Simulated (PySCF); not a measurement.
**A gas-phase reaction: As2GaH5 → As2GaH4 + H**

What reaction energy should one expect for `[AsH2][GaH][AsH2]` → `[AsH2][Ga][AsH2]` + `[H]`?

Programs: PySCF 2.14.0. All values are calculated, for the isolated system unless a continuum is named. Atoms count from 0, parts from 1.

## 1. The system as given

Each species was relaxed by itself at PBE0-D3(BJ)/def2-SVP.

## 2. Energies of the species: wB97M-D3(BJ)/def2-TZVPD

Job settings and geometry (Å):

```
{"job": {"kind": "react", "xc": "wB97M-D3(BJ)", "basis": "def2-TZVPD"}, "charge": 0, "multiplicity": 1}
-1 As2GaH5 charge 0 multiplicity 1
As    -1.290180     0.373070     1.669500
Ga    -0.289940    -0.664590    -0.274810
As     1.611040     0.363480    -1.364320
H     -1.252220    -0.929140     2.462160
H      0.059210     0.844310     2.199290
H     -0.878790    -2.014670    -0.833280
H      1.080270     1.771100    -1.118950
H      0.960660     0.256520    -2.739500

+1 As2GaH4 charge 0 multiplicity 2
As     0.975620     0.330290     1.855680
Ga     0.773570    -0.107680    -0.579430
As    -1.571240    -0.257640    -1.383830
H      0.329640     1.695880     1.618360
H      2.386230     0.895530     1.735990
H     -1.712550    -1.556950    -0.589200
H     -1.181280    -0.999420    -2.657560

+1 H charge 0 multiplicity 2
H      0.000000     0.000000     0.000000
```

Level: wB97M-D3(BJ)/def2-TZVPD reaction energy of separated species, gas phase.

Launch:

```
$ OMP_NUM_THREADS=1 python cluster_run.py task.json out
```

This one command runs all jobs of the session in turn.

Output:

```text
species 1 (As2GaH5)
coarse grid: 34440 points
cycle   1  E = -6399.6163305661  dE = -1.998e+00  |g| = 7.764e-01  |ddm| = 2.393e+00
cycle   2  E = -6399.6265415099  dE = -1.021e-02  |g| = 8.109e-01  |ddm| = 8.323e-01
cycle   3  E = -6399.6756852789  dE = -4.914e-02  |g| = 6.885e-02  |ddm| = 4.099e-01
cycle   4  E = -6399.6762964675  dE = -6.112e-04  |g| = 1.735e-02  |ddm| = 5.563e-02
cycle   5  E = -6399.6764291974  dE = -1.327e-04  |g| = 6.370e-03  |ddm| = 3.351e-02
cycle   6  E = -6399.6764430716  dE = -1.387e-05  |g| = 1.550e-03  |ddm| = 8.809e-03
cycle   7  E = -6399.6764446351  dE = -1.564e-06  |g| = 3.430e-04  |ddm| = 3.648e-03
final grid: 66304 points
cycle   8  E = -6399.6763660417  dE = -1.557e-07  |g| = 2.636e-04  |ddm| = 2.483e-03
cycle   9  E = -6399.6763660631  dE = -2.142e-08  |g| = 2.102e-04  |ddm| = 5.628e-04
cycle  10  E = -6399.6763660700  dE = -6.818e-09  |g| = 4.783e-05  |ddm| = 1.685e-04
cycle  11  E = -6399.6763660715  dE = -1.544e-09  |g| = 2.751e-05  |ddm| = 1.131e-04
cycle  12  E = -6399.6763660719  dE = -4.156e-10  |g| = 6.721e-06  |ddm| = 7.193e-05
converged SCF energy = -6399.6763660719

species 2 (As2GaH4)
coarse grid: 31968 points
cycle   1  E = -6398.9920675829  dE = -2.012e+00  |g| = 5.254e-01  |ddm| = 1.636e+00
cycle   2  E = -6399.0071140771  dE = -1.505e-02  |g| = 5.391e-01  |ddm| = 5.801e-01
cycle   3  E = -6399.0521387829  dE = -4.502e-02  |g| = 5.183e-02  |ddm| = 2.680e-01
cycle   4  E = -6399.0532344896  dE = -1.096e-03  |g| = 1.467e-02  |ddm| = 5.236e-02
cycle   5  E = -6399.0537396241  dE = -5.051e-04  |g| = 6.318e-03  |ddm| = 5.336e-02
cycle   6  E = -6399.0538260869  dE = -8.646e-05  |g| = 3.020e-03  |ddm| = 2.104e-02
cycle   7  E = -6399.0538546771  dE = -2.859e-05  |g| = 1.114e-03  |ddm| = 1.430e-02
cycle   8  E = -6399.0538600242  dE = -5.347e-06  |g| = 4.588e-04  |ddm| = 6.126e-03
final grid: 60928 points
cycle   9  E = -6399.0538929975  dE = -6.105e-07  |g| = 2.900e-04  |ddm| = 1.708e-03
cycle  10  E = -6399.0538932175  dE = -2.201e-07  |g| = 1.878e-04  |ddm| = 7.679e-04
cycle  11  E = -6399.0538932951  dE = -7.751e-08  |g| = 1.392e-04  |ddm| = 4.315e-04
cycle  12  E = -6399.0538933557  dE = -6.064e-08  |g| = 6.563e-05  |ddm| = 5.888e-04
cycle  13  E = -6399.0538933658  dE = -1.007e-08  |g| = 9.226e-06  |ddm| = 2.995e-04
cycle  14  E = -6399.0538933661  dE = -3.502e-10  |g| = 3.776e-06  |ddm| = 4.969e-05
converged SCF energy = -6399.0538933661

species 3 (H)
coarse grid: 2472 points
cycle   1  E = -0.4948058915  dE = -1.172e-01  |g| = 6.717e-02  |ddm| = 3.838e-01
cycle   2  E = -0.4985593451  dE = -3.753e-03  |g| = 8.711e-03  |ddm| = 8.376e-02
cycle   3  E = -0.4986436527  dE = -8.431e-05  |g| = 1.645e-03  |ddm| = 2.086e-02
cycle   4  E = -0.4986479873  dE = -4.335e-06  |g| = 3.513e-05  |ddm| = 5.626e-03
final grid: 5376 points
cycle   5  E = -0.4986479858  dE = -5.744e-10  |g| = 1.354e-06  |ddm| = 2.494e-05
converged SCF energy = -0.4986479858

Reaction energy = 78.025 kcal/mol
```

It took 50 s on 1 thread of Arm Neoverse V2, shared host; peak memory 0.78 GiB.

Species by species (with the dispersion term, which the log's SCF energies lack):

```csv
ν,species,energy (Eh),HOMO (eV)
-1,[AsH2][GaH][AsH2],-6399.68353,-8.88
+1,[AsH2][Ga][AsH2],-6399.06054,-7.26
+1,[H],-0.49865,-11.27
```

## 3. Reaction energy: PBE0-D3(BJ)/def2-TZVPD

Same as in step 2 but for these lines:

```diff
@@ -1,2 +1,2 @@
-{"job": {"kind": "react", "xc": "wB97M-D3(BJ)", "basis": "def2-TZVPD"}, "charge": 0, "multiplicity": 1}
+{"job": {"kind": "react", "xc": "PBE0", "basis": "def2-TZVPD", "disp": "d3bj"}, "charge": 0, "multiplicity": 1}
 -1 As2GaH5 charge 0 multiplicity 1
```

Level: PBE0-D3(BJ)/def2-TZVPD reaction energy of separated species, gas phase.

Output:

```text
species 1 (As2GaH5)
coarse grid: 34440 points
cycle   1  E = -6398.7710985759  dE = -1.933e+00  |g| = 8.493e-01  |ddm| = 2.479e+00
cycle   2  E = -6398.7399432161  dE =  3.116e-02  |g| = 1.029e+00  |ddm| = 9.967e-01
cycle   3  E = -6398.8288079704  dE = -8.886e-02  |g| = 1.160e-01  |ddm| = 5.922e-01
cycle   4  E = -6398.8300836624  dE = -1.276e-03  |g| = 1.277e-02  |ddm| = 7.098e-02
cycle   5  E = -6398.8301053283  dE = -2.167e-05  |g| = 5.893e-03  |ddm| = 2.161e-02
cycle   6  E = -6398.8301141088  dE = -8.780e-06  |g| = 7.264e-04  |ddm| = 7.552e-03
final grid: 66304 points
cycle   7  E = -6398.8300652855  dE = -9.355e-08  |g| = 7.275e-04  |ddm| = 3.050e-03
cycle   8  E = -6398.8300652634  dE =  2.214e-08  |g| = 9.114e-04  |ddm| = 1.577e-03
cycle   9  E = -6398.8300654472  dE = -1.839e-07  |g| = 1.126e-04  |ddm| = 8.083e-04
cycle  10  E = -6398.8300654496  dE = -2.414e-09  |g| = 2.519e-05  |ddm| = 9.151e-05
cycle  11  E = -6398.8300654497  dE = -5.093e-11  |g| = 3.008e-06  |ddm| = 1.524e-05
converged SCF energy = -6398.8300654497

species 2 (As2GaH4)
coarse grid: 31968 points
cycle   1  E = -6398.1478527154  dE = -1.934e+00  |g| = 5.777e-01  |ddm| = 1.696e+00
cycle   2  E = -6398.1143766731  dE =  3.348e-02  |g| = 6.966e-01  |ddm| = 7.481e-01
cycle   3  E = -6398.2077859587  dE = -9.341e-02  |g| = 9.219e-02  |ddm| = 4.503e-01
cycle   4  E = -6398.2095742195  dE = -1.788e-03  |g| = 1.035e-02  |ddm| = 5.885e-02
cycle   5  E = -6398.2096525061  dE = -7.829e-05  |g| = 5.311e-03  |ddm| = 2.565e-02
cycle   6  E = -6398.2096715618  dE = -1.906e-05  |g| = 1.129e-03  |ddm| = 9.305e-03
cycle   7  E = -6398.2096732420  dE = -1.680e-06  |g| = 4.919e-04  |ddm| = 3.141e-03
final grid: 60928 points
cycle   8  E = -6398.2097247823  dE = -1.070e-07  |g| = 4.721e-04  |ddm| = 1.687e-03
cycle   9  E = -6398.2097247441  dE =  3.821e-08  |g| = 5.608e-04  |ddm| = 1.128e-03
cycle  10  E = -6398.2097249652  dE = -2.211e-07  |g| = 8.444e-05  |ddm| = 6.134e-04
cycle  11  E = -6398.2097249676  dE = -2.447e-09  |g| = 2.020e-05  |ddm| = 7.389e-05
cycle  12  E = -6398.2097249683  dE = -6.930e-10  |g| = 1.474e-05  |ddm| = 5.770e-05
converged SCF energy = -6398.2097249683

species 3 (H)
coarse grid: 624 points
cycle   1  E = -0.4966013722  dE = -7.817e-02  |g| = 5.442e-02  |ddm| = 3.785e-01
cycle   2  E = -0.5010569048  dE = -4.456e-03  |g| = 3.019e-03  |ddm| = 1.413e-01
cycle   3  E = -0.5010729984  dE = -1.609e-05  |g| = 1.338e-04  |ddm| = 9.831e-03
cycle   4  E = -0.5010730072  dE = -8.766e-09  |g| = 3.309e-06  |ddm| = 1.990e-04
final grid: 5376 points
cycle   5  E = -0.5010619175  dE = -8.469e-08  |g| = 4.515e-05  |ddm| = 7.476e-04
cycle   6  E = -0.5010619187  dE = -1.214e-09  |g| = 6.344e-06  |ddm| = 8.104e-05
cycle   7  E = -0.5010619188  dE = -2.172e-11  |g| = 3.648e-08  |ddm| = 1.159e-05
converged SCF energy = -0.5010619188

Reaction energy = 75.009 kcal/mol
```

It took 28 s on 1 thread of Arm Neoverse V2, shared host; peak memory 0.74 GiB.

Reaction energy at this level: 75.01 kcal/mol.

## 4. Comparing the runs

Energies in kcal/mol, with wall time:

```csv
run,reaction,time
wB97M-D3(BJ)/def2-TZVPD,78.02,50 s
PBE0-D3(BJ)/def2-TZVPD,75.01,28 s
```

## 5. Summary of results

| quantity | value |
| --- | --- |
| reaction energy (wB97M-D3(BJ)/def2-TZVPD) | 78.02 kcal/mol |
| ΔH, ΔG at 298 K (xTB thermal terms) | +75.0, +67.0 kcal/mol |
| range of the reaction energy over the runs of this table | 75.01 to 78.02 kcal/mol |

The reaction is endothermic by 75.0 kcal/mol in the gas phase; dispersion gives +0.32, and xTB itself gave 87.98 for the electronic energy (xTB energies and thermal terms come from the earlier relaxation of each species, not shown). No barrier was sought. The reaction energy runs from 75.01 (PBE0-D3(BJ)/def2-TZVPD) to 78.02 kcal/mol (wB97M-D3(BJ)/def2-TZVPD).
